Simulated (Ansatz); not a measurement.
# AlClHN + H2: a complex and its separated parts

Aim: how far the complex at one end of a reaction step lies below its separated, relaxed parts, level by level.

Program: Ansatz 0.2.0, Gaussian basis. Level of theory: PBE0-D4/def2-TZVP structures, single points in def2-TZVPP, no counterpoise correction. These are calculated values, not measurements.

Levels: SPW92, PBE-D4, BLYP-D4, r2SCAN-D4, B97M-V, PBE0-D4, B3LYP-D4, r2SCAN0-D4, BHLYP-D4, CAM-B3LYP-D4, wB97X-V, wB97M-V, B2PLYP, PBE-QIDH, RPA on PBE, Hartree-Fock, MP2, CCSD, CCSD(T).

Cores are frozen in the correlated methods. B3LYP uses VWN-RPA correlation. B2PLYP carries no dispersion term here.

41 further runs of the same task are left out: 1 that didn't finish, 40 set aside as unsound or not needed.

## 1. The starting structure

The complex: 6 atoms, charge 0, spin multiplicity 1.

Atoms are counted from 1 here; the program's logs count them from 0.

Bond lengths: Al1–N3 1.669 Å, Al1–Cl5 2.079 Å, H2–H4 0.773 Å, N3–H6 1.010 Å. Angles: N3–Al1–Cl5 177.9°, Al1–N3–H6 128.2°.

Coordinates:

```xyz
6

Al   -0.1346    0.4263    0.4811
H     1.5320   -0.4373   -0.4674
N    -1.2323   -0.3957   -0.4697
H     0.9002   -0.7250   -0.8065
Cl    1.1758    1.4832    1.7015
H    -2.2413   -0.3514   -0.4391
```

Its parts: AlClHN holds atoms 1, 3, 5, 6; H2 holds atoms 2, 4. Each part counts its atoms afresh in its own runs.

## 2. Relaxing AlClHN alone

Contents of relax-a/in.yaml:

```yaml
crystal:
  periodic: [false, false, false]
  atoms:
    - {symbol: Al, position_ang: [-0.134567, 0.426331, 0.481145]}
    - {symbol: N, position_ang: [-1.232275, -0.395697, -0.469650]}
    - {symbol: Cl, position_ang: [1.175825, 1.483197, 1.701509]}
    - {symbol: H, position_ang: [-2.241287, -0.351445, -0.439140]}
basis:
  gaussian: {orbitals: def2-TZVP}
hamiltonian: {xc: pbe0, dispersion: d4}
relax: {f_tol: 0.005, max_steps: 200}
```

Command:

```bash
> ansatz run in.yaml --threads 2 --pin off --events-out ev --progress --plain --max-ram 4352MiB
```

Further steps of the session: Relaxing H2 alone; SPW92/def2-TZVPP; PBE-D4/def2-TZVPP; BLYP-D4/def2-TZVPP; r2SCAN-D4/def2-TZVPP; B97M-V/def2-TZVPP; PBE0-D4/def2-TZVPP; B3LYP-D4/def2-TZVPP; r2SCAN0-D4/def2-TZVPP; BHLYP-D4/def2-TZVPP; CAM-B3LYP-D4/def2-TZVPP; wB97X-V/def2-TZVPP; wB97M-V/def2-TZVPP; B2PLYP/def2-TZVPP; PBE-QIDH/def2-TZVPP; RPA on PBE/def2-TZVPP; CCSD(T)/def2-TZVPP; Vibrations of AlClHN; Vibrations of H2.

**Question.** What will these runs give? Wanted: complex less parts, CCSD(T)/def2-TZVPP; with zero-point energy; largest T1 diagnostic.

As calculated:

| quantity | value |
| --- | --- |
| complex less parts, CCSD(T)/def2-TZVPP | -7.2 kJ/mol |
| with zero-point energy | +6.6 kJ/mol |
| largest T1 diagnostic | 0.021 |

In words: At CCSD(T) the complex lies 7.2 kJ/mol below its parts. The functionals run from BLYP-D4, off by -0.1 kJ/mol, to SPW92, off by -31.8 kJ/mol, against CCSD(T). Mean unsigned error by rung: LDA 31.8, GGA 5.5, meta-GGA 6.9, hybrid 8.3, range-separated hybrid 7.5, double hybrid 4.5 kJ/mol. PBE-D4 gives a relative energy 10.9 kJ/mol too low, an error of 150 % of the reference. No counterpoise was applied, and triple zeta lacks some correlation, so the CCSD(T) reference has a basis error of its own, and close matches with it are partly luck. The restricted Hartree–Fock reference is unstable towards an unrestricted one at one or more of these structures.
